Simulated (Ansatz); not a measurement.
**C₃H₈BGa: one species, many methods**

One table from this session's results is given with a row withheld; the runs are named, their logs left out.

Program: Ansatz 0.2.0, Gaussian basis. Level of theory: functionals in def2-TZVPP, the program's frozen cores in correlated methods. These are calculated values, not measurements.

Plan: LDA (SPW92), PBE-D4, revPBE-D4, BLYP-D4, r2SCAN-D4, B97M-V, PBE0-D4, B3LYP-D4, r2SCANh-D4, r2SCAN0-D4, HSE06-D4, BHLYP-D4, CAM-B3LYP-D4, LC-ωPBE, ωB97X-V, ωB97M-V, B2PLYP, PBE-QIDH; CCSD(T)/def2-SVP; CCSD(T)/def2-TZVPP; MP2/def2-QZVPP; extrapolation to the limit; RPA on PBE.

**The geometry**

All runs share one geometry, relaxed beforehand with PBE0-D4 in a triple-zeta def2 set.

SMILES `[CH3][GaH][B]1CC1`, 13 atoms, charge 0, spin multiplicity 1.

Atoms are counted from 1 here; the program's logs count them from 0.

Bond lengths: C1–Ga2 1.974 Å, C1–H6 1.093 Å, C1–H7 1.090 Å, C1–H8 1.094 Å, Ga2–B3 2.034 Å, Ga2–H9 1.579 Å, B3–C4 1.547 Å, B3–C5 1.547 Å, C4–C5 1.509 Å, C4–H10 1.086 Å, C4–H11 1.086 Å, C5–H12 1.086 Å, C5–H13 1.086 Å. Angles: Ga2–C1–H6 109.6°, Ga2–C1–H7 113.3°, Ga2–C1–H8 109.4°, H6–C1–H7 108.7°, H6–C1–H8 106.9°, H7–C1–H8 108.6°, C1–Ga2–B3 123.7°, C1–Ga2–H9 116.5°, B3–Ga2–H9 119.8°, Ga2–B3–C4 150.9°, Ga2–B3–C5 150.7°, C4–B3–C5 58.4°, B3–C4–C5 60.8°, B3–C4–H10 118.6°, B3–C4–H11 118.5°, C5–C4–H10 118.5°, C5–C4–H11 118.5°, H10–C4–H11 112.8° and more.

Set-up of the first run:

File in.yaml:

```yaml
crystal:
  periodic: [false, false, false]
  atoms:
    - {symbol: C, position_ang: [-2.636330, 0.383258, 0.555525]}
    - {symbol: Ga, position_ang: [-0.785276, 0.141898, 1.197259]}
    - {symbol: B, position_ang: [0.812604, -0.115970, -0.034769]}
    - {symbol: C, position_ang: [1.770426, -1.031390, -0.832425]}
    - {symbol: C, position_ang: [1.978942, 0.463159, -0.869370]}
    - {symbol: H, position_ang: [-3.038011, 1.324933, 0.939657]}
    - {symbol: H, position_ang: [-2.719545, 0.384453, -0.531296]}
    - {symbol: H, position_ang: [-3.266898, -0.416819, 0.953699]}
    - {symbol: H, position_ang: [-0.574787, 0.154996, 2.762530]}
    - {symbol: H, position_ang: [2.483218, -1.641215, -0.284566]}
    - {symbol: H, position_ang: [1.393873, -1.523904, -1.724621]}
    - {symbol: H, position_ang: [1.747952, 0.996492, -1.787219]}
    - {symbol: H, position_ang: [2.833833, 0.880108, -0.344403]}
basis:
  gaussian: {orbitals: def2-TZVPP}
hamiltonian: {xc: lda}
output: {orbitals: {seedname: orbitals}}
```

Steps of the session up to this table: LDA; PBE-D4 (GGA); revPBE-D4 (GGA); BLYP-D4 (GGA); r2SCAN-D4 (meta-GGA); B97M-V (meta-GGA); PBE0-D4 (hybrid); B3LYP-D4 (hybrid); r2SCANh-D4 (hybrid); r2SCAN0-D4 (hybrid); HSE06-D4 (hybrid); BHLYP-D4 (hybrid); CAM-B3LYP-D4 (range-separated); LC-ωPBE (range-separated); ωB97X-V (range-separated); ωB97M-V (range-separated); B2PLYP (double hybrid); PBE-QIDH (double hybrid).

One of the session's tables, all rows but one given; the rest of the session is left out.

It belongs to the step «Orbital energies across the functionals». 

| functional | HOMO (eV) | LUMO (eV) | gap (eV) |
| --- | --- | --- | --- |
| LDA (SPW92) | -6.10 | -2.65 | 3.45 |
| PBE-D4 | ? | ? | ? |
| revPBE-D4 | -5.90 | -2.31 | 3.59 |
| BLYP-D4 | -5.82 | -2.24 | 3.58 |
| r2SCAN-D4 | -6.18 | -2.10 | 4.07 |
| B97M-V | -6.23 | -2.09 | 4.13 |
| PBE0-D4 | -7.11 | -1.46 | 5.65 |
| B3LYP-D4 | -6.90 | -1.64 | 5.26 |
| r2SCANh-D4 | -6.61 | -1.78 | 4.83 |
| r2SCAN0-D4 | -7.25 | -1.29 | 5.96 |
| HSE06-D4 | -6.71 | -1.84 | 4.87 |
| BHLYP-D4 | -8.15 | -0.40 | 7.76 |
| CAM-B3LYP-D4 | -8.42 | -0.31 | 8.11 |
| LC-ωPBE | -9.77 | 0.84 | 10.61 |
| ωB97X-V | -9.40 | 0.72 | 10.12 |
| ωB97M-V | -9.25 | 0.50 | 9.75 |

Q: Estimate the row for PBE-D4 from the others.

As computed: HOMO (eV): -5.96; LUMO (eV): -2.42; gap (eV): 3.54. In the column «HOMO (eV)» it lies between LDA (SPW92) (-6.10) and revPBE-D4 (-5.90).
